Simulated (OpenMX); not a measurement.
## NbSi in OpenMX: the effect of volume scale

The system is NbSi.

```xyz
2
Lattice="0.0000 2.4665 2.4665 2.4665 0.0000 2.4665 2.4665 2.4665 0.0000" Properties=species:S:1:pos:R:3 pbc="T T T"
Nb    0.0000    0.0000    0.0000
Si    2.4665    2.4665    2.4665
```

The cell was built by a generator and needn't be a form met in nature.

Alike in all runs:

| Property | Result |
| --- | --- |
| Program | OpenMX 3.8.5 |
| Task | band structure |
| Functional | PBE |
| Potentials or basis | OpenMX 2013 PBE set, Nb7.0-s3p2d2, Si7.0-s2p2d1, grid cutoff 400 Ry |
| k mesh | 7 × 7 × 7 |
| Occupations | fermi-dirac, width 0.05 eV |
| Spin | no spin polarisation |

```tsv
volume scale	pressure (GPa)
0.88	27.2
0.92	16.8
0.96	8.3
1	?
1.04	-4.5
1.08	-9.2
```

Problem. What does the run with volume scale 1 give?

Solution. Pressure 1.2 GPa.

Worked out: A parabola through the other rows of the pressure, of slope -163 GPa per unit of volume scale there, gives 1.1 GPa, against the run's 1.2.

Caveats: the basis of atomic orbitals isn't converged, which shifts pressures, moduli and gaps.
